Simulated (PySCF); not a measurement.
# The bond of TmBr, level by level

One table from this session's results is given with a row withheld; the runs are named, their logs left out.

Program: PySCF 2.14.0. Level of theory: Tm x2c-SVPall, Br x2c-SVPall, spin-free X2C with a Gaussian nucleus. These are calculated values, not measurements.

The first run:

The job is set up so:

| Property | Result |
| --- | --- |
| atoms | Tm, Br |
| charge | 0 |
| basis | Tm x2c-SVPall, Br x2c-SVPall |
| Hamiltonian | spin-free X2C with a Gaussian nucleus |
| basis functions | 117 |
| electrons treated | 104 |
| masses in u | 168.9342, 78.9183 |
| levels | PBE0, PBE, r²SCAN, B97-3, PW91, ωB97X, HF, MP2, SCS-MP2 |
| grid | 80 radial by 434 angular points |
| occupations | held fixed by the projection of orbital angular momentum |
| dissociation limit | Tm + Br, each in its ground configuration |
| starting distance in angstrom | 2.590 |
| values of 2S to try | 0, 2, 4 |

Command:

```sh
$ OMP_NUM_THREADS=4 python dia.py task.json out
```

Among the steps run: Input; First curve: PBE0; Excited determinants; PBE (GGA); r²SCAN; B97-3; PW91 (GGA); ωB97X (range-separated hybrid); UHF.

One table of the session follows, with a row left open; its other results are not shown here.

Energy (eV) from each level's lowest point:

| R (Å) | UHF | UHF-MP2 | UHF-SCS-MP2 | PBE | PW91 |
| --- | --- | --- | --- | --- | --- |
| 2.277 | 1.392 | 0.803 | 0.916 | 0.884 | 0.873 |
| 2.383 | 0.717 | 0.334 | 0.405 | 0.392 | 0.384 |
| 2.489 | 0.309 | 0.088 | 0.126 | 0.124 | 0.120 |
| 2.569 | 0.130 | 0.010 | 0.028 | 0.029 | 0.027 |
| 2.648 | 0.034 | 0.000 | 0.000 | 0.000 | 0.000 |
| 2.727 | 0.000 | 0.040 | 0.025 | 0.020 | 0.023 |
| 2.833 | 0.027 | 0.151 | 0.118 | 0.104 | 0.108 |
| 2.966 | 0.140 | 0.348 | 0.298 | 0.266 | 0.273 |
| 3.125 | ? | ? | ? | ? | ? |
| 3.337 | 0.684 | 1.040 | 0.960 | 0.861 | 0.872 |

Estimate the missing values for R (Å) = 3.125.

Worked estimate for «UHF». A straight line through the neighbours (2.966, 0.140) and (3.337, 0.684) gives 0.140 + (0.684 − 0.140) × (3.125 − 2.966) / (3.337 − 2.966) = 0.373; a parabola fitted to 3 rows on both sides gives 0.332.

The run gave: UHF: 0.348; UHF-MP2: 0.632; UHF-SCS-MP2: 0.567; PBE: 0.509; PW91: 0.518. In «UHF» the line misses by +0.025 and the parabola by -0.016.

Caveats from the session: The state is the lowest single determinant that the PBE0 search found; with open d or f shells the true ground state can be another one. At some levels the lowest empty orbital lies below the highest filled one (the two can be of opposite spin).
